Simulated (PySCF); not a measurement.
# PtSF₂: quintet, from a PBE0 minimum start

Aim: relax PtSF₂ as a quintet from a PBE0 minimum start, check by its vibrations whether the end is a minimum, and collect its spectrum and constants.

Program: PySCF 2.14.0. Level of theory: PBE0, basis Pt def2-SVP with ECP60, S def2-SVP, F def2-SVP, scalar-relativistic core potentials, no spin–orbit coupling, density fitting. These are calculated values, not measurements.

## 1. Where the work starts

4 atoms, charge 0, spin multiplicity 5.

Bond lengths: Pt1–S2 2.288 Å, Pt1–F3 1.897 Å, Pt1–F4 1.897 Å. Angles: S2–Pt1–F3 98.3°, S2–Pt1–F4 98.3°, F3–Pt1–F4 163.4°.

```xyz
4
charge 0 multiplicity 5
Pt    0.1213    0.2102   -0.0162
S    -1.0204   -1.7672    0.1362
F     1.8838   -0.4911   -0.0345
F    -1.3671    1.3859   -0.0345
```

## 2. The SCF at the typed geometry

One driver script runs all steps and calls PySCF; scf.py shows how it sets up the SCF of each step. The optimiser is the driver's own. After this first run the driver tries any further starts and a stability analysis.

Input file scf.py:

```python
from pyscf import gto, scf, dft
mol = gto.M(atom='''
Pt     0.121343     0.210164    -0.016198
S     -1.020352    -1.767234     0.136207
F      1.883811    -0.491072    -0.034484
F     -1.367141     1.385937    -0.034486''',
    basis={'Pt': 'def2-SVP', 'S': 'def2-SVP', 'F': 'def2-SVP'},
    ecp={'Pt': 'def2-SVP'},
    charge=0, spin=4)
mf = dft.UKS(mol, xc='PBE0')
mf.grids.atom_grid = (50, 194)
aux = {'Pt': 'def2-universal-JKFIT', 'S': 'def2-universal-JKFIT', 'F': 'def2-universal-JKFIT'}
mf = mf.density_fit(auxbasis=aux)
mf.conv_tol = 1e-08
mf.diis_space = 10
mf.max_cycle = 60
mf.init_guess = 'minao'
mf.verbose = 4
mf.kernel()
```

Run with:

```bash
> OMP_NUM_THREADS=2 python axn.py task.json out
```

Standard output:

```text
init E= -704.93530568555
[... the frontier-level lines of each cycle are left out ...]
cycle= 1 E= -715.633912194891  delta_E= -10.7  |g|= 1.08  |ddm|= 5.68
cycle= 2 E= -707.218063311458  delta_E= 8.42  |g|= 3.98  |ddm|= 6.53
cycle= 3 E= -715.760136730878  delta_E= -8.54  |g|= 1.15  |ddm|= 5.83
cycle= 4 E= -716.281741096717  delta_E= -0.522  |g|= 0.685  |ddm|= 1.07
cycle= 5 E= -716.496440185355  delta_E= -0.215  |g|= 0.152  |ddm|= 0.508
cycle= 6 E= -716.507295166634  delta_E= -0.0109  |g|= 0.0693  |ddm|= 0.19
cycle= 7 E= -716.510719219498  delta_E= -0.00342  |g|= 0.0273  |ddm|= 0.131
cycle= 8 E= -716.511024308216  delta_E= -0.000305  |g|= 0.0166  |ddm|= 0.0274
cycle= 9 E= -716.511192838407  delta_E= -0.000169  |g|= 0.00783  |ddm|= 0.0191
cycle= 10 E= -716.511244870655  delta_E= -5.2e-05  |g|= 0.00167  |ddm|= 0.02
cycle= 11 E= -716.51124626614  delta_E= -1.4e-06  |g|= 0.00109  |ddm|= 0.00265
cycle= 12 E= -716.511247315391  delta_E= -1.05e-06  |g|= 0.000386  |ddm|= 0.00274
cycle= 13 E= -716.511247589376  delta_E= -2.74e-07  |g|= 0.00018  |ddm|= 0.00168
cycle= 14 E= -716.511247669175  delta_E= -7.98e-08  |g|= 4.84e-05  |ddm|= 0.00095
cycle= 15 E= -716.511247683209  delta_E= -1.4e-08  |g|= 1.14e-05  |ddm|= 0.000499
cycle= 16 E= -716.511247684155  delta_E= -9.46e-10  |g|= 4.6e-06  |ddm|= 0.000142
Extra cycle  E= -716.511247684126  delta_E= 2.88e-11  |g|= 1.03e-05  |ddm|= 1.6e-05
converged SCF energy = -716.511247684126  <S^2> = 6.0118386  2S+1 = 5.0047332
```

This step, with its further starts and checks, needed 12 s of wall time on 2 threads of Intel Xeon 6975P-C (Granite Rapids), shared host.

The starts that the driver tried:

```csv
start,energy (Eh)
the minimal-basis guess,-716.511248
a thermally smeared density,-716.511248
a smeared PBE density,-716.511248
```

The test of internal stability and the other starts found no lower solution of this spin.

## 3. Relaxing the quintet from the PBE0 minimum start

The program finds C2v symmetry in the start, which this walk keeps. The walk stops when the largest gradient is under 0.0003 Eh/bohr and the energy has settled too.

Edit scf.py of step 2 so:

```diff
@@ -3,4 +3,4 @@
-Pt     0.121343     0.210164    -0.016198
-S     -1.020352    -1.767234     0.136207
-F      1.883811    -0.491072    -0.034484
-F     -1.367141     1.385937    -0.034486''',
+Pt     0.118132     0.204602    -0.015769
+S     -1.023563    -1.772796     0.136636
+F      1.880600    -0.496634    -0.034056
+F     -1.370352     1.380375    -0.034058''',
@@ -17 +16,0 @@
-mf.init_guess = 'minao'
```

Energy and gradient, step by step:

```csv
step,energy (Eh),change (kJ/mol),largest symmetric gradient (Eh/bohr)
0,-716.511248,0.00,0.00071
1,-716.511250,-0.01,0.00054
2,-716.511248,0.00,0.00015
```

The walk took 5.7 s.

Positions (Å) and forces (eV/Å) along the way:

```
step 0
Pt   0.118   0.205  -0.016  -0.052  -0.020  -0.022
S   -1.024  -1.773   0.137   0.001   0.002   0.017
F    1.881  -0.497  -0.034   0.012  -0.022   0.003
F   -1.370   1.380  -0.034   0.040   0.040   0.003
step 1
Pt   0.117   0.202  -0.016  -0.047  -0.012  -0.023
S   -1.025  -1.775   0.137   0.004   0.008   0.016
F    1.881  -0.494  -0.034   0.010  -0.029   0.003
F   -1.369   1.382  -0.034   0.033   0.034   0.004
step 2
Pt   0.114   0.198  -0.015  -0.034   0.007  -0.026
S   -1.026  -1.777   0.137   0.004   0.009   0.016
F    1.883  -0.491  -0.034  -0.002  -0.036   0.004
F   -1.366   1.385  -0.034   0.032   0.019   0.005
```

End point (C2v, 2 steps, 0.0 kJ/mol gained): Pt–F 1.898 Å (×2), Pt–S 2.286 Å; F–Pt–F 162.5°, F–Pt–S 98.7° (×2).

## 4. Frequencies

On the finer grid the gradient is checked again; gradients at displacements of ±0.02 bohr then give force constants and infrared intensities.

Edit scf.py of step 3 so:

```diff
@@ -3,4 +3,4 @@
-Pt     0.118132     0.204602    -0.015769
-S     -1.023563    -1.772796     0.136636
-F      1.880600    -0.496634    -0.034056
-F     -1.370352     1.380375    -0.034058''',
+Pt     0.120746     0.209130    -0.016118
+S     -1.020959    -1.768286     0.136288
+F      1.883184    -0.492176    -0.034399
+F     -1.367783     1.384842    -0.034401''',
@@ -11 +11 @@
-mf.grids.atom_grid = (50, 194)
+mf.grids.atom_grid = (75, 302)
@@ -14 +14 @@
-mf.conv_tol = 1e-08
+mf.conv_tol = 1e-10
```

This SCF starts from the last density.

Log of the central SCF (cycles and frontier levels):

```text
init E= -716.511225808339
[... the frontier-level lines of each cycle are left out ...]
cycle= 1 E= -716.511225808299  delta_E= 3.98e-11  |g|= 9.03e-06  |ddm|= 1.4e-05
Extra cycle  E= -716.511225807909  delta_E= 3.9e-10  |g|= 2.74e-05  |ddm|= 4.14e-05
converged SCF energy = -716.511225807909  <S^2> = 6.0118391  2S+1 = 5.0047334
```

The whole step took 58 s.

Geometry: C2v; Pt–F 1.897 Å (×2), Pt–S 2.288 Å; F–Pt–F 163.4°, F–Pt–S 98.3° (×2).

Harmonic modes (main isotopes):

```tsv
symmetry	ω (cm⁻¹)	IR (km/mol)	μ (u)	type
b2	72	0.0	24.78	bend
b1	120	7.7	23.18	bend
a1	148	0.2	22.45	bend
a1	320	3.8	33.75	stretch
a1	594	20.1	19.08	stretch
b2	667	116	22.06	stretch
```

Every mode is real; the point is a minimum.

Constants and moments:

* Dipole moment: 1.40 D
* Highest occupied level: -7.03 eV
* Lowest empty level: -5.32 eV
* Rotational constants: 0.1259, 0.1084, 0.05827 cm⁻¹
* Zero-point energy: 11.5 kJ/mol
* Principal polarisabilities: 29.8, 48.4, 75.8 bohr³
* Atomisation energy without zero-point energy: 854 kJ/mol
* Principal traceless quadrupole moments about the centre of mass: -10.46, 4.55, 5.91 D Å
* Entropy at 298.15 K and 1 bar (electronic part: spin only): 349.7 J/(mol K)
* Heat capacity Cp at 298.15 K: 72.5 J/(mol K)
* Enthalpy at 298.15 K above 0 K: 17.32 kJ/mol
* Rotational symmetry number: 2
* Spin squared ⟨S²⟩: 6.012

Populations by atom (charges in e):

```csv
atom,Mulliken,Löwdin,polar tensor,spin (Mulliken),Mayer order to Pt1
Pt1,0.67,0.00,0.66,1.58,–
S2,0.05,0.38,0.19,1.94,1.18
"F3,4",-0.36,-0.19,-0.43,0.24,0.93
```

Outer orbital energies (eV). α occupied: -11.84, -11.76, -10.30, -10.09, -9.73, -9.55, -8.82, -7.03; empty: -0.78, 0.30, 1.67, 2.32. β occupied: -11.98, -11.55, -11.36, -10.98, -10.76, -10.08, -9.34, -8.51; empty: -5.32, -5.19, -5.16, -3.39.

Mulliken populations on Pt1 (outside its core potential): s 2.76, p 6.31, d 8.22, f 0.04.

## 5. What came out

```
                                          quantity                                                              value
                                           minimum                                                       quintet, C2v
                                          geometry  Pt–F 1.897 Å (×2), Pt–S 2.288 Å; F–Pt–F 163.4°, F–Pt–S 98.3° (×2)
                                wavenumbers (cm⁻¹)          72 (b2), 120 (b1), 148 (a1), 320 (a1), 594 (a1), 667 (b2)
                                     dipole moment                                                             1.40 D
highest occupied, lowest empty level (either spin)                                                    -7.03, -5.32 eV
                        polar-tensor charge of Pt1                                                            +0.66 e
                                 zero-point energy                                                        11.5 kJ/mol
                               entropy at 298.15 K                                                    349.7 J/(mol K)
         atomisation energy (no zero-point energy)                                                         854 kJ/mol
                                              ⟨S²⟩                                                              6.012
```

**Reading.** The PBE0 minimum start keeps its C2v symmetry and ends in a minimum. The strongest infrared band lies at 667 cm⁻¹ (b2, stretch). Only this shape and spin were tried, so other structures or states may lie lower. Open d and f shells are described by one determinant, and the ground state may have another occupation or spin. Spin–orbit coupling, left out here, can matter for elements this heavy.

The search up to here took 76 s.
